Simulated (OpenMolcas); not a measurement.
**Ag²⁺ among point charges: CASSCF and CASPT2 levels and susceptibility**

Aim: the splitting of the states of Ag²⁺ in the field of 6 point charges, its lowest levels with spin-orbit coupling and its magnetic susceptibility.

Method: state-averaged CASSCF and CASPT2, spin-orbit coupling by RASSI with atomic mean-field integrals. Code: OpenMolcas 26.06.

**1. What is computed**

* Species: Ag²⁺ (silver, Z = 47, 45 electrons)
* Basis: ANO-RCC-VDZP [6s5p3d1f], 43 functions
* Scalar Hamiltonian: DKH2, point nucleus
* Inactive shells: 1s 2s 2p 3s 3p 3d 4s 4p
* Active space: 9 electrons in 5 orbitals (4d)
* Some configurations of this space: 4d⁹
* Orbitals: optimised for each spin and parity, averaged over all roots

Outer shells as boxes (Hund's rule):

4d9
```
4d [↑↓][↑↓][↑↓][↑↓][↑ ]
```

The ion sits among 6 point charges of -1.7 e arranged as a tetragonal octahedron (D4h), 1.99 Å from the ion, with the axial distance 2.209 Å.

Each step is its own input file, run in one work folder so that later steps find the files of earlier ones. Labels, J, g values, rates, χT and fits are worked out afterwards by a script from the matrices that RASSI stores. The input lists half of the charges; inversion (Group=XYZ) makes the rest.

**2. Basis and integrals**

a.inp

```
&GATEWAY
Coord
1

Ag 0.0 0.0 0.0
Basis=ANO-RCC-VDZP
Group=XYZ
NoMove
AngMom=0.0 0.0 0.0
AMFI
XField
3 Angstrom 0
1.990000 0.000000 0.000000 -1.700000
0.000000 1.990000 0.000000 -1.700000
0.000000 0.000000 2.208900 -1.700000
&SEWARD
```

Run with:

```console
$ OMP_NUM_THREADS=1 MOLCAS_MEM=1689 MOLCAS_PROJECT=a pymolcas a.inp > a.log
```

**3. Reference wave functions, doublets of even parity, 5 roots**

a.inp

```
&RASSCF
FileOrb=start.orb
Symmetry=1
Spin=2
nActEl=9 0 0
Inactive=9 9
Ras2=5 0
CIRoot=5 5 1
SDav=5
CIMx=300
Iter=120 100
PrWF=0.3
OrbListing=Nothing
MaxOrb=0
>>> COPY $Project.JobIph JOB001
```

start.orb holds the contracted functions of the basis, ordered by shell, or the orbitals of the step before.

**4. State interaction with spin-orbit coupling**

a.inp

```
&RASSI
NrOfJobIphs=1 5
1 2 3 4 5
IphNames
JOB001
EJob
SpinOrbit
DIPRint=1.0
SOCoupling=1000.0
Subsets=2
Property=9
'ANGMOM' 1 'ANGMOM' 2 'ANGMOM' 3 'MLTPL  1' 1 'MLTPL  1' 2 'MLTPL  1' 3
'AMFI' 1 'AMFI' 2 'AMFI' 3
SOProperty=3
'ANGMOM' 1 'ANGMOM' 2 'ANGMOM' 3
```

**5. CASPT2: IPEA 0.25, imaginary shift 0.1 (closed shells correlated: 4s 4p)**

a.inp

```
>>> COPY JOB001 $Project.JobIph
&CASPT2
Multistate=5 1 2 3 4 5
NoMult
Frozen=8 6
IPEA=0.25
Imaginary=0.1
MaxIter=60
WThr=0.0 0.3 0.05
PrWF=0.5
NoMix
```

(Steps that only read results are left out.)

What does the calculation give? Wanted: spin-free ground state; first state of the same spin within the active space; lowest level; next level.

**Answer**, as computed:

| quantity | value |
| --- | --- |
| method | SS-CASPT2, IPEA 0.25, imaginary shift 0.1 (closed shells correlated: 4s 4p) |
| spin-free ground state | 2B1, 1-fold in its orbital part |
| first state of the same spin within the active space | 2A1 at 5330 cm⁻¹ |
| lowest level | 2-fold E3/2, g = 2.16, 2.16, 3.56 |
| next level | 5087.7 cm⁻¹ |
| χT at 300 K | 0.72 cm³ K/mol |
| effective moment at 300 K | 2.41 μB |

Cost by method:

```
                                              method  time of its own steps  time with the reference
                                           A. CASSCF                  2.9 s                    2.9 s
B. SS-CASPT2, IPEA 0.25, imaginary shift 0.1, +4s 4p                 0.67 s                    3.6 s
```

Times are of one thread on a shared host.

In words: The spin-free ground state (2B1) comes to 100 % from free-ion D terms and keeps the highest spin of the shell. χT at 300 K is 0.72, against 0.38 cm³ K/mol for the spin alone, so orbital moment adds to it. The field of point charges can differ much from that of real complexes. Point charges carry no covalency, so the field is a model and not that of real ligands.
